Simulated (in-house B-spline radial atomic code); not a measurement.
**W¹³⁺: excited configurations**

Wanted: excitation energies of W¹³⁺ as differences of total energies (ΔSCF).

Program: in-house B-spline radial atomic code version 1. Level of theory: Dirac-Hartree-Fock, average of configuration, Fermi nucleus, basis-set limit. These are calculated values, not measurements, unless marked.

## (1) Starting point

```
element       : tungsten (Z = 74)
charge        : +13
electrons     : 61
configuration : [Kr] 4d10 4f13 5s2
Hamiltonian   : Dirac-Coulomb
nucleus       : Fermi, rms radius 5.366 fm
```

The outer shells:

[Kr] 4d10 4f13 5s2
```
[Kr] core
4d [↑↓][↑↓][↑↓][↑↓][↑↓]
4f [↑↓][↑↓][↑↓][↑↓][↑↓][↑↓][↑ ]
5s [↑↓]
```

The boxes draw the filling by Hund's rule, which heavy ions in jj coupling don't follow; these runs average over all states of the configuration.

Settings of the run:

```ini
Z = 74
electrons = 61.0
configuration = [Kr] 4d10 4f13 5s2
hamiltonian = dirac
method = hf
spin_polarised = False
nucleus = fermi
rms_radius = 5.3658
mass_number = 184
atomic_mass = 183.95093318
speed_of_light = 137.035999084
```

This reference run was done before. Its total energy is -16101.770695 hartree, and its levels are (the highest eight at most):

```
orbital  occupation  energy (eV)  <r> (bohr)
  4s1/2           2      -872.98      0.4484
  4p1/2           2      -768.22      0.4544
  4p3/2           4      -697.99      0.4848
  4d3/2           4      -526.70      0.4985
  4d5/2           6      -513.47      0.5091
  5s1/2           2      -306.04      0.9742
  4f5/2     5.57143      -296.49      0.5493
  4f7/2     7.42857      -294.00      0.5556
```

## (2) Run with [Kr] 4d9 4f13 5s2 7f1

Settings of the run:

```ini
Z = 74
electrons = 61.0
configuration = [Kr] 4d9 4f13 5s2 7f1
hamiltonian = dirac
method = hf
spin_polarised = False
nucleus = fermi
rms_radius = 5.3658
mass_number = 184
atomic_mass = 183.95093318
speed_of_light = 137.035999084
```

## (3) Configuration [Kr] 4d9 4f13 5s2 9d1

The settings differ from step 2 so:

```diff
@@ -2,3 +2,3 @@
 electrons = 61.0
-configuration = [Kr] 4d9 4f13 5s2 7f1
+configuration = [Kr] 4d9 4f13 5s2 9d1
 hamiltonian = dirac
```

## (4) Run with [Kr] 4d10 4f12 5s2 8p1

The settings differ from step 3 so:

```diff
@@ -2,3 +2,3 @@
 electrons = 61.0
-configuration = [Kr] 4d9 4f13 5s2 9d1
+configuration = [Kr] 4d10 4f12 5s2 8p1
 hamiltonian = dirac
```

## (5) Run with [Kr] 4d10 4f12 5s2 6p1

The settings differ from step 4 so:

```diff
@@ -2,3 +2,3 @@
 electrons = 61.0
-configuration = [Kr] 4d10 4f12 5s2 8p1
+configuration = [Kr] 4d10 4f12 5s2 6p1
 hamiltonian = dirac
```

## (6) Configuration [Kr] 4d10 4f12 5s2 5g1

The settings differ from step 5 so:

```diff
@@ -2,3 +2,3 @@
 electrons = 61.0
-configuration = [Kr] 4d10 4f12 5s2 6p1
+configuration = [Kr] 4d10 4f12 5s2 5g1
 hamiltonian = dirac
```

Q: How far above the reference does each configuration lie (order and size, in eV)?

**Answer**, as computed:

| net move | configuration | energy above the reference (eV) | with Breit, QED, recoil (eV) | largest <r> (bohr) |
| --- | --- | --- | --- | --- |
| 4f → 6p | [Kr] 4d10 4f12 5s2 6p1 | 141.10 | 141.31 | 1.91 |
| 4f → 5g | [Kr] 4d10 4f12 5s2 5g1 | 181.63 | 181.73 | 1.86 |
| 4f → 8p | [Kr] 4d10 4f12 5s2 8p1 | 222.51 | 222.64 | 4.19 |
| 4d → 7f | [Kr] 4d9 4f13 5s2 7f1 | 445.69 | 445.34 | 3.79 |
| 4d → 9d | [Kr] 4d9 4f13 5s2 9d1 | 468.45 | 468.11 | 6.14 |

Quantum defects of the promoted electron, δ = n − ζ/√(−2ε) with ζ = 14 and ε its orbital energy in hartree:

| promotion | δ |
| --- | --- |
| 4f → 6p | 1.778 |
| 4f → 8p | 1.744 |
| 4d → 7f | 0.738 |
| 4d → 9d | 1.323 |

**Reading.** At the bottom stands 4f → 6p (141.10 eV), at the top 4d → 9d (468.45 eV). Koopmans' estimate of the ionisation threshold is 294.00 eV; 2 configurations exceed it by over 2 % and could autoionise. Of those tabulated, the defect is largest for 6p (1.78) and least for 7f (0.74): low angular momentum penetrates the core, high angular momentum stays outside it. Two partly filled shells share a symmetry and can mix in the average, which may lower the energy, for: 4d → 7f; 4d → 9d. These are averages over configurations, without correlation, not spectroscopic levels.
